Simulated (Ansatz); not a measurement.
**BBrH3N: up Jacob's ladder to CCSD(T)**

The task here is to estimate one member of a computed series from the others.

The runs use Ansatz 0.2.0, Gaussian basis; functionals in def2-TZVPP, the program's frozen cores in correlated methods.

The runs, in order: LDA (SPW92), PBE-D4, revPBE-D4, BLYP-D4, r2SCAN-D4, B97M-V, PBE0-D4, B3LYP-D4, r2SCANh-D4, r2SCAN0-D4, HSE06-D4, BHLYP-D4, CAM-B3LYP-D4, LC-ωPBE, ωB97X-V, ωB97M-V, B2PLYP, PBE-QIDH; CCSD(T)/def2-SVP; CCSD(T)/def2-TZVPP; MP2/def2-QZVPP; extrapolation to the limit; RPA on PBE.

### The relaxed structure

All runs share one geometry, relaxed beforehand with PBE0-D4 in a triple-zeta def2 set.

6 atoms, charge 0, spin multiplicity 1.

Atoms are counted from 1 here; the program's logs count them from 0.

Bond lengths: N1–B2 1.380 Å, N1–H4 1.006 Å, N1–H5 1.006 Å, B2–Br3 1.931 Å, B2–H6 1.190 Å. Angles: B2–N1–H4 122.1°, B2–N1–H5 123.3°, H4–N1–H5 114.6°, N1–B2–Br3 119.6°, N1–B2–H6 122.0°, Br3–B2–H6 118.4°.

The first run:

File in.yaml:

```yaml
crystal:
  periodic: [false, false, false]
  atoms:
    - {symbol: N, position_ang: [-0.228445, -0.210672, -0.724685]}
    - {symbol: B, position_ang: [0.246421, -0.041587, 0.560111]}
    - {symbol: Br, position_ang: [0.107771, 1.687225, 1.408461]}
    - {symbol: H, position_ang: [-0.174891, -1.094677, -1.201528]}
    - {symbol: H, position_ang: [-0.652655, 0.528841, -1.259397]}
    - {symbol: H, position_ang: [0.743898, -0.933130, 1.170738]}
basis:
  gaussian: {orbitals: def2-TZVPP}
hamiltonian: {xc: lda}
output: {orbitals: {seedname: orbitals}}
```

Steps of the session up to this table: LDA; PBE-D4 (GGA); revPBE-D4 (GGA); BLYP-D4 (GGA); r2SCAN-D4 (meta-GGA); B97M-V (meta-GGA); PBE0-D4 (hybrid); B3LYP-D4 (hybrid); r2SCANh-D4 (hybrid); r2SCAN0-D4 (hybrid); HSE06-D4 (hybrid); BHLYP-D4 (hybrid); CAM-B3LYP-D4 (range-separated); LC-ωPBE-D4 (range-separated; the results give it without D4); ωB97X-V (range-separated); ωB97M-V (range-separated); B2PLYP (double hybrid); PBE-QIDH (double hybrid).

One of the session's tables, all rows but one given; the rest of the session is left out.

It belongs to the step «Orbital energies across the functionals». 

```
  functional  HOMO (eV)  gap (eV)
 LDA (SPW92)      -6.87      5.65
      PBE-D4      -6.73      5.77
   revPBE-D4      -6.68      5.82
     BLYP-D4      -6.57      5.76
   r2SCAN-D4      -7.05      6.42
      B97M-V      -7.14      6.53
     PBE0-D4      -8.02      8.02
    B3LYP-D4      -7.76      7.55
  r2SCANh-D4      -7.52      7.23
  r2SCAN0-D4      -8.24      8.44
    HSE06-D4      -7.62      7.24
    BHLYP-D4      -9.17     10.20
CAM-B3LYP-D4          ?         ?
     LC-ωPBE     -10.77     13.02
     ωB97X-V     -10.41     12.58
     ωB97M-V     -10.27     12.22
```

Estimate the missing values for CAM-B3LYP-D4.

As computed: HOMO (eV): -9.36; gap (eV): 10.47. In the column «HOMO (eV)» it lies between ωB97M-V (-10.27) and BHLYP-D4 (-9.17).
